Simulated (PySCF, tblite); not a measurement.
# C3H5BrCl radical: geometry, infrared bands and EPR parameters

What infrared bands and EPR parameters should C3H5BrCl radical (`C[C](Br)CCl`) show?

Programs: tblite 0.8.0 and PySCF 2.14.0, with density-fitted response routines of our own. Each step states its level of theory. These are calculated values for one molecule in the gas phase, unless marked as measured. Atoms count from 0, in the outputs and in this text.

## (1) The starting structure

10 atoms, charge 0, multiplicity 2; geometry from: force field or distance geometry start.

Bonds of the start (Å): C0–C1 1.48, C1–Br2 1.85, C1–C3 1.48, C3–Cl4 1.77, C0–H5 1.09, C0–H6 1.10, C0–H7 1.09, C3–H8 1.10, C3–H9 1.11.

## (2) Optimising the geometry with GFN2-xTB

The job: settings as JSON, then the geometry in Å.

```
{"job": {"kind": "relax", "xc": "GFN2-xTB", "basis": "xTB"}, "charge": 0, "multiplicity": 2}
C     -1.057300     0.677400     0.397900
C      0.297100     0.440000    -0.137800
Br     1.181100     1.804800    -1.010700
C      0.919000    -0.907900    -0.118800
Cl     0.176500    -1.956300    -1.337500
H     -1.210000     0.163200     1.351300
H     -1.254200     1.747400     0.569000
H     -1.813300     0.316100    -0.299400
H      2.000800    -0.885700    -0.304100
H      0.769100    -1.394200     0.867700
```

Run with:

```sh
$ OMP_NUM_THREADS=1 python probes_run.py task.json out
```

This one command runs all jobs of the session in turn.

**Question.** This job is followed by: GFN2-xTB harmonic vibrations, gas phase; UKS B3LYP, def2-TZVP-core on Br, pcH-1 on C Cl H, non-relativistic, mean-field spin-orbit, GIAO. What will the session give for the following? strongest single infrared mode (GFN2-xTB); zero-point energy (GFN2-xTB); g(iso) (B3LYP); ⟨S²⟩; largest a(iso) (averaged by class); surface potential, 1st and 99th percentile.

The runs gave:

| quantity | value |
| --- | --- |
| strongest single infrared mode (GFN2-xTB) | 1177 cm⁻¹, 50 km/mol |
| zero-point energy (GFN2-xTB) | 43.6 kcal/mol |
| g(iso) (B3LYP) | 2.01644 |
| ⟨S²⟩ | 0.756 (exact 0.75) |
| largest a(iso) (averaged by class) | 13C on C1, 126.9 MHz |
| surface potential, 1st and 99th percentile | -0.86 V and 1.27 V |

In words: Relaxing lowered the energy by 0.109 eV in 49 steps; the close pair that moved most is C3–Cl4, from 1.771 to 1.886 Å. All 24 modes are real, so the xTB geometry is a minimum. The strongest single mode, at 1177 cm⁻¹, is carried by H9, C1, H8. Unscaled tight-binding wavenumbers are off by several per cent, some by more. Its intensities can rank the bands wrongly. C1 carries the largest spin population, 0.82 e. The isotropic g lies 14.1 ppt above the free-electron value. The hyperfine terms hold no scalar relativity, which the heavier nuclei need.
